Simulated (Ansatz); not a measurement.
# One shape, several levels: triplet BNH3F3

Wanted: a comparison of 6 runs (UHF/STO-3G, UHF/cc-pVDZ, UB3LYP/6-31G*, U-wB97M-V/cc-pVDZ, UBHLYP/cc-pVDZ, UCCSD/cc-pVDZ) of triplet BNH3F3. 

The results are computed with Ansatz 0.2.0.

83 further runs of the same task are left out: 83 set aside as unsound or not needed.

## 1. The system as given

The species is BNH3F3 (8 atoms), meant as a triplet with charge 0. SMILES of the parent species: `[NH3+][B-](F)(F)F`. Geometry: relaxed at PBE0-D4/def2-TZVP. That shape belongs to the parent species and isn't relaxed for this state.

Bond lengths: N1–B2 1.674 Å, B2–F3 1.368 Å, B2–F4 1.368 Å, B2–F5 1.368 Å, N1–H6 1.015 Å, N1–H7 1.015 Å, N1–H8 1.015 Å. Some angles: N1–B2–F3 104.1°, N1–B2–F4 104.1°, N1–B2–F5 104.1°, F3–B2–F4 114.2°, F3–B2–F5 114.2°, F4–B2–F5 114.2°, B2–N1–H6 110.1°, B2–N1–H7 110.1°, B2–N1–H8 110.1°, H6–N1–H7 108.9°.

## 2. The energy at UHF/STO-3G (run 1)

File molecule.yaml:

```yaml
crystal:
  periodic: [false, false, false]
  atoms:
    - {symbol: "N", position_ang: [-0.501800, -0.052400, 0.645700]}
    - {symbol: B, position_ang: [0.531500, 0.038700, -0.668100]}
    - {symbol: F, position_ang: [1.521100, -0.860400, -0.378100]}
    - {symbol: F, position_ang: [-0.251400, -0.312100, -1.733900]}
    - {symbol: F, position_ang: [0.943600, 1.343300, -0.679400]}
    - {symbol: H, position_ang: [-1.280300, 0.587300, 0.522000]}
    - {symbol: H, position_ang: [-0.006300, 0.194600, 1.496700]}
    - {symbol: H, position_ang: [-0.864300, -0.996100, 0.739300]}
basis:
  gaussian:
    orbitals: STO-3G
magnetization:
  spin_polarized: true
  initial_magnetization: 2
hamiltonian:
  xc: hf
accuracy: high
output: {orbitals: {seedname: orbitals}}
```

Command:

```sh
$ ansatz run molecule.yaml --threads 1 --pin off --max-ram 3480MiB --events-out events.jsonl --progress --plain --runs-dir runs
```

What it wrote, cut to the lines that bear on the results:

```text
Warning: RAYON_NUM_THREADS=1 ignored (pool sized by the plan → 1); use --threads N
Functional definition: HF
  name "HF"
[...]
584 factors; integrals over basis functions are off by at most 4.0e-8 eV
[...]
mean field -10166.31194760 eV, -373.6050731005 hartree, gradient 2.2e-8 eV, S^2 2.005880; 7 other end points of the search recorded, 0 dependent functions left out
reference -10166.31194760 eV, -373.6050731005 hartree; 22, 20 occupied and 6, 8 virtual orbitals, 584 factors
Total energy: -10166.31194760 eV, -373.6050731005 hartree
```

It took 5.1 s on 1 thread of Arm Neoverse V1, shared host.

## 3. The energy at UHF/cc-pVDZ (run 2)

File in.yaml:

```yaml
crystal:
  periodic: [false, false, false]
  atoms:
    - {symbol: "N", position_ang: [-0.501800, -0.052400, 0.645700]}
    - {symbol: B, position_ang: [0.531500, 0.038700, -0.668100]}
    - {symbol: F, position_ang: [1.521100, -0.860400, -0.378100]}
    - {symbol: F, position_ang: [-0.251400, -0.312100, -1.733900]}
    - {symbol: F, position_ang: [0.943600, 1.343300, -0.679400]}
    - {symbol: H, position_ang: [-1.280300, 0.587300, 0.522000]}
    - {symbol: H, position_ang: [-0.006300, 0.194600, 1.496700]}
    - {symbol: H, position_ang: [-0.864300, -0.996100, 0.739300]}
basis:
  gaussian: {orbitals: cc-pVDZ}
accuracy: high
output: {orbitals: {seedname: orbitals}}
magnetization: {spin_polarized: true, initial_magnetization: 2}
hamiltonian: {xc: hf}
```

Command:

```sh
$ ansatz run in.yaml --threads 1 --pin off --max-ram 3480MiB --events-out events.jsonl --progress --plain --runs-dir runs
```

What it wrote:

```text
Warning: RAYON_NUM_THREADS=1 ignored (pool sized by the plan → 1); use --threads N
[... 2 set-up lines as earlier in the session ...]
  exchange = exact_x
  correlation = 0
1941 factors; integrals over basis functions are off by at most 3.2e-9 eV
mean field evaluation 1: about -10311.5259 eV, gradient 2.6e1 eV
mean field evaluation 2: about -10311.6516 eV, gradient 2.6e1 eV
mean field evaluation 4: about -10314.7861 eV, gradient 3.5e0 eV
mean field evaluation 8: about -10314.9508 eV, gradient 3.2e-1 eV
mean field evaluation 16: about -10314.9535 eV, gradient 2.9e-6 eV
mean field evaluation 32: about -10314.9483 eV, gradient 2.0e-1 eV
mean field evaluation 64: about -10314.6821 eV, gradient 1.3e0 eV
mean field evaluation 96: about -10312.4077 eV, gradient 1.7e0 eV
mean field evaluation 128: about -10311.8986 eV, gradient 2.0e1 eV
mean field -10314.95352361 eV, -379.0675502659 hartree, gradient 9.5e-8 eV, S^2 2.012210; 1 other end points of the search recorded, 0 dependent functions left out
reference -10314.95352361 eV, -379.0675502659 hartree; 22, 20 occupied and 63, 65 virtual orbitals, 1941 factors
Total energy: -10314.95352361 eV, -379.0675502659 hartree
```

Wall time 7.2 s (1 thread of Arm Neoverse V1, shared host); peak memory 0.35 GiB.

Runs 3 to 5 aren't shown in full; the table further down has their settings and results.

## 4. The energy at UCCSD/cc-pVDZ (run 6)

File in.yaml:

```yaml
crystal:
  periodic: [false, false, false]
  atoms:
    - {symbol: N, position_ang: [-0.501800, -0.052400, 0.645700]}
    - {symbol: B, position_ang: [0.531500, 0.038700, -0.668100]}
    - {symbol: F, position_ang: [1.521100, -0.860400, -0.378100]}
    - {symbol: F, position_ang: [-0.251400, -0.312100, -1.733900]}
    - {symbol: F, position_ang: [0.943600, 1.343300, -0.679400]}
    - {symbol: H, position_ang: [-1.280300, 0.587300, 0.522000]}
    - {symbol: H, position_ang: [-0.006300, 0.194600, 1.496700]}
    - {symbol: H, position_ang: [-0.864300, -0.996100, 0.739300]}
basis:
  gaussian:
    orbitals: cc-pVDZ
magnetization:
  spin_polarized: true
  initial_magnetization: 2
scf:
  omitted_lower_state_checks: [cluster_reference, increment]
accuracy: high
correlation:
  method: ccsd
  frozen_orbitals: {B: 1, F: 1, H: 0, "N": 1}
```

Command:

```sh
$ ansatz run in.yaml --threads 1 --pin off --max-ram 3480MiB --events-out events.jsonl --progress --plain --runs-dir runs
```

What it wrote:

```text
Warning: RAYON_NUM_THREADS=1 ignored (pool sized by the plan → 1); use --threads N
[... 13 lines left out ...]
5 core orbitals not correlated: weight in the atoms' cores, before any rotation towards them, 1.000 or more for the frozen orbitals, at most 0.000 for the correlated occupied ones
[... 31 lines left out ...]
Total energy: -10338.16877725 eV, -379.9206951015 hartree
Checks for a lower state left out: cluster_reference, increment
```

Run time: 1.9 min. Hardware: 1 thread of Arm Neoverse V1, shared host; peak memory 1.1 GiB.

## 5. All runs side by side

```tsv
run	level	Cartesian functions	frozen core orbitals	energy (Eh)	⟨S²⟩	wall time
1	UHF/STO-3G	no	–	-373.605073	2.006	5.1 s
2	UHF/cc-pVDZ	no	–	-379.067550	2.012	7.2 s
3	UB3LYP/6-31G* (Cartesian functions)	yes	–	-380.797556	2.005	21 s
4	U-wB97M-V/cc-pVDZ	no	–	-380.713049	2.005	2.9 min
5	UBHLYP/cc-pVDZ	no	–	-380.661447	2.009	15 s
6	UCCSD/cc-pVDZ	no	5	-379.920695	2.012	1.9 min
```

## 6. What came out

| quantity | value |
| --- | --- |
| run 6: total energy | -379.92070 Eh |
| run 6: correlation energy (5 core orbitals frozen) | -853.1 mEh |
| run 6: ⟨S²⟩ of the reference determinant | 2.012 |
| run 6: T1 diagnostic | 0.028 |

**Reading.** Totals of different functionals can't be ranked against each other. In run 1 the basis is minimal, so the values are rough. All runs together took 5.6 min, the longest 2.9 min.
